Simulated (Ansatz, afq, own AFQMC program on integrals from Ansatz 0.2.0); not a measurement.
# GeH4Br (doublet): AFQMC on the coupled-cluster ladder at distance Ge1–H5 along a hydrogen transfer = 1.865 Å, cc-pVTZ

Aim: compute GeH4Br (doublet) with auxiliary-field quantum Monte Carlo on the same integrals as coupled cluster, and set the energies side by side.

Computed with Ansatz 0.2.0, Gaussian basis, and an in-house AFQMC program (afq) on its integrals; all values are calculated. Level: cc-pVTZ, frozen cores.

The runs, in order: PBE (unrestricted); r2SCAN (unrestricted); CCSD(T) on UHF; PBE0 (unrestricted); B3LYP (unrestricted); wB97M-V (unrestricted); B2PLYP (unrestricted); Phaseless AFQMC, CISD trial on UHF; Phaseless AFQMC, single-determinant trial on UHF.

### 1 The system

The geometry derives from fragments relaxed apart (PBE0/def2-TZVP) and kept rigid, so it is no stationary point. A hydrogen atom is moved between rigid fragments. No spin-orbit coupling is included. The filled d shell of Ge, Br may be among the frozen orbitals whatever the setting's name suggests; the logs give the count.

6 atoms, charge 0, spin multiplicity 2.

Atoms are counted from 1 here; the program's logs count them from 0.

Bond lengths: Ge1–H2 1.534 Å, Ge1–H3 1.534 Å, Ge1–H4 1.534 Å, Ge1–H5 1.865 Å, H5–Br6 1.662 Å. Angles: H2–Ge1–H3 109.5°, H2–Ge1–H4 109.5°, H2–Ge1–H5 109.5°, H3–Ge1–H4 109.5°, H3–Ge1–H5 109.5°, H4–Ge1–H5 109.5°, Ge1–H5–Br6 180.0°.

### 2 PBE (unrestricted)

in.yaml reads:

```yaml
crystal:
  periodic: [false, false, false]
  atoms:
    - {symbol: Ge, position_ang: [-1.802033, 0.000000, 0.000000]}
    - {symbol: H, position_ang: [-2.313483, 1.446599, 0.000000]}
    - {symbol: H, position_ang: [-2.313483, -0.723300, 1.252792]}
    - {symbol: H, position_ang: [-2.313483, -0.723299, -1.252791]}
    - {symbol: H, position_ang: [0.062967, 0.000000, 0.000000]}
    - {symbol: Br, position_ang: [1.724967, 0.000000, 0.000000]}
basis:
  gaussian: {orbitals: cc-pVTZ}
magnetization: {spin_polarized: true, initial_magnetization: 1}
hamiltonian: {xc: {name: PBE}}
output: {orbitals: {seedname: orbitals}}
```

Started as:

```bash
ansatz run in.yaml --threads 1 --pin off --events-out ev --progress --plain --max-ram 8192MiB --backend cpu
```

Output:

```text
Functional definition: PBE
  name "PBE"
  cite "Perdew, Burke & Ernzerhof, Phys. Rev. Lett. 77, 3865 (1996) doi:10.1103/PhysRevLett.77.3865"
  parent pbe
  parameter kappa = 0.804
  parameter beta = 0.06672455060314922
  exchange = pbe_x(kappa = kappa, mu = beta*pi^2/3)
  correlation = pbe_c(beta = beta)
971 factors; their error is unknown
mean field evaluation 1: about -126610.4285 eV, gradient 1.6e1 eV
mean field evaluation 2: about -126610.8781 eV, gradient 1.4e1 eV
mean field evaluation 4: about -126611.3369 eV, gradient 3.8e-1 eV
mean field evaluation 8: about -126611.3308 eV, gradient 1.2e-1 eV
mean field evaluation 16: about -126611.3308 eV, gradient 2.2e-5 eV
mean field -126611.33082716 eV, -4652.8805876557 hartree, gradient 2.2e-5 eV, S^2 0.752227; 1 other end points of the search recorded, 0 dependent functions left out
reference -126611.33086633 eV, -4652.8805890953 hartree; 36, 35 occupied and 106, 107 virtual orbitals, 971 factors
Total energy: -126611.33086633 eV, -4652.8805890953 hartree
```

Run time: 7.5 s. Hardware: 1 thread of AMD EPYC 7R13 (Zen 3), shared host; peak memory 2.1 GiB.

From the report: ⟨S²⟩ of the determinant 0.752 (pure doublet: 0.75).

### 3 r2SCAN (unrestricted)

Edit in.yaml of step 2 so:

```diff
@@ -12,3 +12,2 @@
 magnetization: {spin_polarized: true, initial_magnetization: 1}
-hamiltonian: {xc: {name: PBE}}
-output: {orbitals: {seedname: orbitals}}
+hamiltonian: {xc: {name: r2SCAN}}
```

Same command.

Output:

```text
Functional definition: r2SCAN
  name "r2SCAN"
  cite "Furness, Kaplan, Ning, Perdew & Sun, J. Phys. Chem. Lett. 11, 8208 (2020) doi:10.1021/acs.jpclett.0c02405"
  cite "Furness, Kaplan, Ning, Perdew & Sun, J. Phys. Chem. Lett. 11, 9248 (2020) doi:10.1021/acs.jpclett.0c03077"
  parent r2scan
  parameter k0 = 0.174
  parameter k1 = 0.065
  parameter a1 = 4.9479
  exchange = r2scan_x(k0 = k0, k1 = k1, a1 = a1)
  correlation = r2scan_c
971 factors; their error is unknown
mean field evaluation 1: about -126629.4284 eV, gradient 1.2e1 eV
mean field evaluation 2: about -126629.7790 eV, gradient 9.3e0 eV
mean field evaluation 4: about -126629.9748 eV, gradient 3.7e-1 eV
mean field evaluation 8: about -126629.9763 eV, gradient 1.5e-2 eV
mean field evaluation 16: about -126629.9695 eV, gradient 3.5e-5 eV
mean field -126629.96948959 eV, -4653.5655458664 hartree, gradient 3.5e-5 eV, S^2 0.755871; 0 other end points of the search recorded, 0 dependent functions left out
reference -126629.96950357 eV, -4653.5655463801 hartree; 36, 35 occupied and 106, 107 virtual orbitals, 971 factors
Total energy: -126629.96950357 eV, -4653.5655463801 hartree
```

It took 12 s on 1 thread of AMD EPYC 7R13 (Zen 3), shared host; peak memory 2.1 GiB.

From the report: ⟨S²⟩ of the determinant 0.756 (pure doublet: 0.75).

### 4 CCSD(T) on UHF

Edit in.yaml of step 3 so:

```diff
@@ -12,2 +12,2 @@
 magnetization: {spin_polarized: true, initial_magnetization: 1}
-hamiltonian: {xc: {name: r2SCAN}}
+correlation: {method: ccsd_t, electrons: outside_noble_gas, hamiltonian_folder: ham}
```

Started as:

```bash
ansatz run in.yaml --threads 1 --pin off --events-out ev --progress --plain --max-ram 24576MiB --backend cuda --devices 0, --max-vram 18GiB
```

Output (excerpt; [...] marks lines left out):

```text
Functional definition: HF
  name "HF"
  cite "Fock, Z. Phys. 61, 126 (1930) doi:10.1007/BF01340294"
  parent pbe
[...]
861 factors; integrals over basis functions are off by at most 1.2e-3 eV
[...]
mean field -126536.79053000 eV, -4650.1412822603 hartree, gradient 2.2e-6 eV, S^2 0.787003; 1 other end points of the search recorded, 0 dependent functions left out
determinant -126536.79053000 eV, -4650.1412822603 hartree, with singles and doubles -126546.13645899 eV, -4650.4847388159 hartree
determinant -126534.67303135 eV, -4650.0634656203 hartree, with singles and doubles -126543.96781247 eV, -4650.4050425261 hartree
28 core orbitals not correlated: weight in the atoms' cores, before any rotation towards them, 1.000 or more for the frozen orbitals, at most 0.000 for the correlated occupied ones
reference -126536.79053000 eV, -4650.1412822603 hartree; 8, 7 occupied and 106, 107 virtual orbitals, 861 factors
second order -8.00905211 eV of doubles, -0.00000000 eV of singles
cycle   1  -9.20042050 eV  change   -4.7e-1 eV  update   2.0e-2
[...]
cycle   8  -9.21573226 eV  change   -3.0e-6 eV  update   1.4e-5
perturbative correction -0.30585213 eV, -0.0112398583 hartree
Total energy: -126546.31211439 eV, -4650.4911940327 hartree
```

It took 21 s on 1 × NVIDIA H100 80GB HBM3 with 1 thread of AMD EPYC 7R13 (Zen 3), shared host; peak host memory 2.1 GiB.

From the report: ⟨S²⟩ of the determinant 0.787 (pure doublet: 0.75); correlation -9.5216 eV; T1 0.014; largest double amplitude 0.03.

This run also writes the integrals to the folder ham.

### 5 PBE0 (unrestricted)

Edit in.yaml of step 4 so:

```diff
@@ -12,2 +12,3 @@
 magnetization: {spin_polarized: true, initial_magnetization: 1}
-correlation: {method: ccsd_t, electrons: outside_noble_gas, hamiltonian_folder: ham}
+hamiltonian: {xc: {name: PBE0}}
+output: {orbitals: {seedname: orbitals}}
```

Started as:

```bash
ansatz run in.yaml --threads 1 --pin off --events-out ev --progress --plain --max-ram 8192MiB --backend cpu
```

Output:

```text
Functional definition: PBE0
  name "PBE0"
  cite "Adamo & Barone, J. Chem. Phys. 110, 6158 (1999) doi:10.1063/1.478522"
  cite "Perdew, Burke & Ernzerhof, Phys. Rev. Lett. 77, 3865 (1996) doi:10.1103/PhysRevLett.77.3865"
  parent pbe
  parameter a = 0.25
  parameter kappa = 0.804
  parameter beta = 0.06672455060314922
  exchange = (1 - a)*pbe_x(kappa = kappa, mu = beta*pi^2/3) + a*exact_x
  correlation = pbe_c(beta = beta)
1067 factors; their error is unknown
mean field evaluation 1: about -126614.5209 eV, gradient 1.0e1 eV
mean field evaluation 2: about -126614.7149 eV, gradient 7.8e0 eV
mean field evaluation 4: about -126614.8670 eV, gradient 3.9e-1 eV
mean field evaluation 8: about -126615.2980 eV, gradient 3.1e-1 eV
mean field evaluation 16: about -126615.2982 eV, gradient 9.1e-6 eV
mean field -126615.29818111 eV, -4653.0263852242 hartree, gradient 9.2e-6 eV, S^2 0.756031; 0 other end points of the search recorded, 0 dependent functions left out
reference -126615.29821074 eV, -4653.0263863132 hartree; 36, 35 occupied and 106, 107 virtual orbitals, 1067 factors
Total energy: -126615.29821074 eV, -4653.0263863132 hartree
```

Run time: 7.5 s. Hardware: 1 thread of AMD EPYC 7R13 (Zen 3), shared host; peak memory 2.1 GiB.

From the report: ⟨S²⟩ of the determinant 0.756 (pure doublet: 0.75).

### 6 B3LYP (unrestricted)

Edit in.yaml of step 5 so:

```diff
@@ -12,3 +12,2 @@
 magnetization: {spin_polarized: true, initial_magnetization: 1}
-hamiltonian: {xc: {name: PBE0}}
-output: {orbitals: {seedname: orbitals}}
+hamiltonian: {xc: {name: B3LYP}}
```

Launched as before.

Output (excerpt; [...] marks lines left out):

```text
Functional definition: B3LYP
  name "B3LYP"
  cite "Stephens, Devlin, Chabalowski & Frisch, J. Phys. Chem. 98, 11623 (1994) doi:10.1021/j100096a001"
  cite "Becke, Phys. Rev. A 38, 3098 (1988) doi:10.1103/PhysRevA.38.3098"
  cite "Lee, Yang & Parr, Phys. Rev. B 37, 785 (1988) doi:10.1103/PhysRevB.37.785"
  cite "Vosko, Wilk & Nusair, Can. J. Phys. 58, 1200 (1980) doi:10.1139/p80-159"
[...]
1058 factors; their error is unknown
[...]
mean field -126632.98104735 eV, -4653.6762185728 hartree, gradient 3.1e-5 eV, S^2 0.754081; 0 other end points of the search recorded, 0 dependent functions left out
reference -126632.98129635 eV, -4653.6762277231 hartree; 36, 35 occupied and 106, 107 virtual orbitals, 1058 factors
Total energy: -126632.98129635 eV, -4653.6762277231 hartree
```

Run time: 8.5 s. Hardware: 1 thread of AMD EPYC 7R13 (Zen 3), shared host; peak memory 2.1 GiB.

From the report: ⟨S²⟩ of the determinant 0.754 (pure doublet: 0.75).

### 7 wB97M-V (unrestricted)

Edit in.yaml of step 6 so:

```diff
@@ -12,2 +12,3 @@
 magnetization: {spin_polarized: true, initial_magnetization: 1}
-hamiltonian: {xc: {name: B3LYP}}
+hamiltonian: {xc: {name: wB97M-V}}
+output: {orbitals: {seedname: orbitals}}
```

Same command.

Output (excerpt; [...] marks lines left out):

```text
Functional definition: wB97M-V
  name "wB97M-V"
  cite "Mardirossian & Head-Gordon, J. Chem. Phys. 144, 214110 (2016) doi:10.1063/1.4952647"
  cite "Becke, J. Chem. Phys. 107, 8554 (1997) doi:10.1063/1.475007"
  cite "Vydrov & Van Voorhis, J. Chem. Phys. 133, 244103 (2010) doi:10.1063/1.3521275"
  # Of w^i u^j: cxij and so on, Table III.
[...]
  gx(w, u) = 1 - cx + cx01*u + cx10*w
  gss(w, u) = css00 + css04*u^4 + css10*w + css20*w^2 + css43*w^4*u^3
  gos(w, u) = cos00 + cos10*w + (cos20 + cos21*u)*w^2 + (cos60 + cos61*u)*w^6
[...]
      + integral(e_c_pw_mod_opposite_spin*gos(b97_w_opposite, b97_u_opposite)) + vv10(b, c)
1043 factors; their error is unknown
204 factors; integrals over basis functions are off by at most 4.1e-5 eV
[...]
mean field -126622.94250034 eV, -4653.3073087746 hartree, gradient 6.6e-5 eV, S^2 0.757224; 0 other end points of the search recorded, 0 dependent functions left out
reference -126622.94254634 eV, -4653.3073104650 hartree; 36, 35 occupied and 106, 107 virtual orbitals, 1043 factors
Total energy: -126622.94254634 eV, -4653.3073104650 hartree
```

It took 26 s on 1 thread of AMD EPYC 7R13 (Zen 3), shared host; peak memory 2.1 GiB.

From the report: ⟨S²⟩ of the determinant 0.757 (pure doublet: 0.75).

### 8 B2PLYP (unrestricted)

Edit in.yaml of step 7 so:

```diff
@@ -12,3 +12,3 @@
 magnetization: {spin_polarized: true, initial_magnetization: 1}
-hamiltonian: {xc: {name: wB97M-V}}
-output: {orbitals: {seedname: orbitals}}
+hamiltonian: {xc: {name: B2PLYP}}
+correlation: {electrons: outside_noble_gas}
```

The command is unchanged.

Output (excerpt; [...] marks lines left out):

```text
Functional definition: B2PLYP
  name "B2PLYP"
  cite "Grimme, J. Chem. Phys. 124, 034108 (2006) doi:10.1063/1.2148954"
  cite "Becke, Phys. Rev. A 38, 3098 (1988) doi:10.1103/PhysRevA.38.3098"
  cite "Lee, Yang & Parr, Phys. Rev. B 37, 785 (1988) doi:10.1103/PhysRevB.37.785"
[...]
861 factors; integrals over basis functions are off by at most 1.2e-3 eV
[...]
mean field -126605.12309143 eV, -4652.6524575755 hartree, gradient 3.5e-6 eV, S^2 0.763177; 0 other end points of the search recorded, 0 dependent functions left out
28 core orbitals not correlated: weight in the atoms' cores, before any rotation towards them, 0.999 or more for the frozen orbitals, at most 0.001 for the correlated occupied ones
reference -126605.12324963 eV, -4652.6524633890 hartree; 8, 7 occupied and 106, 107 virtual orbitals, 861 factors
second order -9.87080157 eV of doubles, -0.00000000 eV of singles
Total energy: -126607.78836605 eV, -4652.7504046111 hartree
```

It took 12 s on 1 thread of AMD EPYC 7R13 (Zen 3), shared host; peak memory 2.1 GiB.

From the report: ⟨S²⟩ of the determinant 0.763 (pure doublet: 0.75).

### 9 Phaseless AFQMC, CISD trial on UHF

It reads the integrals that the CCSD(T) run on this determinant wrote.

Started as:

```bash
afq ham --method phaseless --trial cisd --walkers 600 --populations 10 --least-time 60 --time-step 0.005 --steps-per-block 50 --equilibration-blocks 28 --max-blocks 4000 --target-error 0.00023 --factor-cut 1e-05 --start spin_pure --seed 2772 --release-times 0.24,0.51,0.99,1.5 --release-step 0.03 --release-every 4 --taylor-order 6
```

Output:

```text
orbitals 114  electrons 8 7  factors 756 of 861
reference energy -4650.14128226 Eh
CCSD correlation -0.33867205 Eh in 11 cycles, weight of the determinant in the CISD state 0.8478
energy of the start -4650.477756 Eh
 block  time / (1/Eh)  mean weight  energy / Eh
     1     0.250  0.9989  -4650.471795
     2     0.500  1.0005  -4650.475299
     3     0.750  1.0003  -4650.479617
     4     1.000  0.9997  -4650.484229
     5     1.250  0.9999  -4650.486917
     6     1.500  1.0003  -4650.488424
     7     1.750  0.9995  -4650.489364
     8     2.000  0.9999  -4650.489748
     9     2.250  0.9997  -4650.492709
    10     2.500  1.0003  -4650.492096
    13     3.250  1.0004  -4650.490193
    17     4.250  1.0008  -4650.492256
    21     5.250  0.9992  -4650.493342
    25     6.250  0.9999  -4650.492998
    29     7.250  0.9995  -4650.493811
    33     8.250  0.9999  -4650.491607
    37     9.250  1.0002  -4650.491745
    41    10.250  1.0013  -4650.493640
    45    11.250  0.9994  -4650.492324
    49    12.250  0.9997  -4650.491885
    53    13.250  0.9998  -4650.493015
    57    14.250  1.0001  -4650.490864
    61    15.250  0.9986  -4650.490384
    65    16.250  0.9999  -4650.493151
    69    17.250  0.9988  -4650.492652
    73    18.250  1.0009  -4650.492768
    77    19.250  1.0008  -4650.494902
    81    20.250  0.9995  -4650.491250
    85    21.250  0.9997  -4650.494171
    89    22.250  0.9991  -4650.491672
    93    23.250  1.0014  -4650.492067
    97    24.250  1.0006  -4650.492612
   101    25.250  1.0007  -4650.491670
   105    26.250  1.0008  -4650.491933
   109    27.250  0.9996  -4650.491644
   113    28.250  1.0005  -4650.491681
   117    29.250  1.0011  -4650.493830
   121    30.250  0.9990  -4650.490189
   125    31.250  0.9997  -4650.490542
   129    32.250  1.0005  -4650.492190
   133    33.250  0.9999  -4650.493865
   137    34.250  0.9996  -4650.492697
   141    35.250  0.9994  -4650.492745
   145    36.250  1.0003  -4650.495460
   149    37.250  0.9992  -4650.492255
   153    38.250  1.0009  -4650.493092
   157    39.250  1.0002  -4650.491408
   161    40.250  0.9997  -4650.492411
   165    41.250  1.0004  -4650.492845
   169    42.250  1.0008  -4650.493361
   173    43.250  0.9993  -4650.493042
   177    44.250  1.0010  -4650.493198
error from the spread of 10 populations
released: time / (1/Eh)  energy / Eh  error  mean overlap
  0.24  -4650.492687  0.000273  0.9973
  0.51  -4650.493058  0.000208  0.9868
  0.99  -4650.493104  0.000305  0.9782
  1.50  -4650.493081  0.000308  0.9706
energy -4650.492405 +/- 0.000215 Eh
```

Wall time 1.9 min (1 × NVIDIA H100 80GB HBM3 with 2 threads of AMD EPYC 7R13 (Zen 3), shared host); peak host memory 2.1 GiB.

Energy -126546.3451 ± 0.0059 eV. Caveats: constraint bias not in the error.

### 10 Phaseless AFQMC, single-determinant trial on UHF

It reads the integrals that the CCSD(T) run on this determinant wrote.

Started as:

```bash
afq ham --method phaseless --trial hf --walkers 600 --populations 10 --least-time 40 --time-step 0.005 --steps-per-block 20 --equilibration-blocks 112 --max-blocks 4000 --target-error 0.00115 --factor-cut 1e-05 --start spin_pure --seed 5994 --taylor-order 6
```

Output:

```text
orbitals 114  electrons 8 7  factors 756 of 861
reference energy -4650.14128226 Eh
CCSD correlation -0.33867205 Eh in 11 cycles, weight of the determinant in the CISD state 0.8478
energy of the start -4650.142241 Eh
 block  time / (1/Eh)  mean weight  energy / Eh
     1     0.100  1.0021  -4650.218216
     2     0.200  1.0028  -4650.271167
     3     0.300  1.0023  -4650.312481
     4     0.400  1.0018  -4650.342846
     5     0.500  1.0019  -4650.368596
     6     0.600  1.0016  -4650.390214
     7     0.700  1.0002  -4650.406261
     8     0.800  1.0018  -4650.418399
     9     0.900  1.0010  -4650.428322
    10     1.000  1.0000  -4650.435440
    19     1.900  0.9993  -4650.471112
    28     2.800  1.0003  -4650.486271
    37     3.700  0.9999  -4650.486632
    46     4.600  0.9999  -4650.487397
    55     5.500  0.9994  -4650.490397
    64     6.400  1.0008  -4650.497140
    73     7.300  1.0002  -4650.505068
    82     8.200  1.0007  -4650.508511
    91     9.100  1.0004  -4650.493532
   100    10.000  1.0003  -4650.504479
   109    10.900  1.0007  -4650.487906
   118    11.800  1.0005  -4650.482446
   127    12.700  1.0000  -4650.490153
   136    13.600  0.9996  -4650.486174
   145    14.500  0.9995  -4650.488908
   154    15.400  1.0002  -4650.492873
   163    16.300  1.0003  -4650.489701
   172    17.200  1.0008  -4650.493829
   181    18.100  1.0006  -4650.487215
   190    19.000  0.9998  -4650.488746
   199    19.900  0.9998  -4650.489058
   208    20.800  1.0001  -4650.493352
   217    21.700  1.0006  -4650.496288
   226    22.600  0.9989  -4650.482469
   235    23.500  1.0010  -4650.500250
   244    24.400  1.0002  -4650.494801
   253    25.300  1.0002  -4650.496672
   262    26.200  0.9991  -4650.496662
   271    27.100  0.9988  -4650.498272
   280    28.000  0.9993  -4650.484556
   289    28.900  1.0003  -4650.478352
   298    29.800  1.0006  -4650.476996
   307    30.700  0.9996  -4650.493792
   316    31.600  0.9991  -4650.492319
   325    32.500  0.9998  -4650.499043
   334    33.400  1.0003  -4650.487377
   343    34.300  0.9998  -4650.489311
   352    35.200  1.0001  -4650.478985
   361    36.100  1.0005  -4650.484229
   370    37.000  0.9994  -4650.494014
   379    37.900  1.0003  -4650.485118
   388    38.800  1.0008  -4650.483206
error from the spread of 10 populations
energy -4650.489174 +/- 0.001089 Eh
```

It took 33 s on 1 × NVIDIA H100 80GB HBM3 with 2 threads of AMD EPYC 7R13 (Zen 3), shared host; peak host memory 2.1 GiB.

Energy -126546.2571 ± 0.0296 eV. Caveats: constraint bias not in the error.

### 11 All levels side by side

On the UHF determinant, counted from CCSD(T) (a yardstick, not exact):

| level | energy (eV) | from CCSD(T) (kcal/mol) | statistical error (kcal/mol) | time |
| --- | --- | --- | --- | --- |
| HF | -126536.7905 | +219.57 |  |  |
| MP2 | -126544.7996 | +34.88 |  |  |
| CCSD | -126546.0063 | +7.05 |  |  |
| CCSD(T) | -126546.3121 | 0.00 |  |  |
| Phaseless AFQMC, CISD trial, step 0.005, 600 walkers | -126546.3451 | -0.76 | 0.14 | 1.9 min |
| Phaseless AFQMC, single-determinant trial, step 0.005, 600 walkers | -126546.2571 | +1.27 | 0.68 | 33 s |

The functionals' totals stand on their own zeros and serve differences with other points: PBE -126611.331 eV; r2SCAN -126629.970 eV; PBE0 -126615.298 eV; B3LYP -126632.981 eV; wB97M-V -126622.943 eV; B2PLYP -126607.788 eV.

### 12 Summary of results

| quantity | value |
| --- | --- |
| Phaseless AFQMC, CISD trial on UHF from CCSD(T) | -0.76 ± 0.14 kcal/mol |
| Phaseless AFQMC, single-determinant trial on UHF from CCSD(T) | +1.27 ± 0.68 kcal/mol |

**Reading.** On UHF the phaseless walk with the CISD trial lies -0.76 kcal/mol from CCSD(T), 6 times its error bar. Error bars are statistical and leave out the constraint, the time step and what remains of the start.
